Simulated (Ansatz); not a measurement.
# F3PSi: the cost of one run

Computed with Ansatz 0.2.0 (DFT B3LYP, Gaussian basis 6-31g*, and further levels as typed in the inputs, unless a step's input says otherwise).

### 1 The starting structure

Bond lengths: Si1–P2 2.219 Å, Si1–F3 1.600 Å, Si1–F4 1.596 Å, Si1–F5 1.596 Å. Angles: P2–Si1–F3 101.4°, P2–Si1–F4 116.5°, P2–Si1–F5 116.5°, F3–Si1–F4 108.9°, F3–Si1–F5 108.9°, F4–Si1–F5 104.5°.

As a file:

```xyz
5

Si   -0.0542    0.0024    0.0249
P     0.1106   -0.0176    2.2372
F     1.4867   -0.0070   -0.4069
F    -0.7651    1.2760   -0.6239
F    -0.7865   -1.2478   -0.6452
```

### 2 Batch in weak fields: F3PSi

It takes final geometries of earlier steps.

input.yaml reads:

```yaml
hamiltonian:
  xc: { name: B3LYP }
batch:
  members: [f0p.yaml, f0m.yaml, f1p.yaml, f1m.yaml, f2p.yaml, f2m.yaml]
output:
  forces: true
scf:
  lower_state_search: "off"
# f0m.yaml, one of 6 members:
crystal:
  periodic: [false, false, false]
  atoms:
    - { symbol: Si, position_ang: [-0.05419948, 0.00242514, 0.02486166] }
    - { symbol: P, position_ang: [0.11056327, -0.01764062, 2.23722037] }
    - { symbol: F, position_ang: [1.4867329, -0.00700238, -0.40688788] }
    - { symbol: F, position_ang: [-0.76511874, 1.27602511, -0.6238659] }
    - { symbol: F, position_ang: [-0.78647296, -1.24783625, -0.64515825] }
basis:
  gaussian:
    orbitals: "6-31g*"
    point_charges:
      - { charge: 2.500062, position_ang: [59.998301, 0.001194, 0.117234] }
      - { charge: -2.500062, position_ang: [-60.001699, 0.001194, 0.117234] }
```

What time and memory should one allow on 4 threads of Arm Neoverse N1, shared host?

About 8.2 s, with a peak of 0.3 GiB.
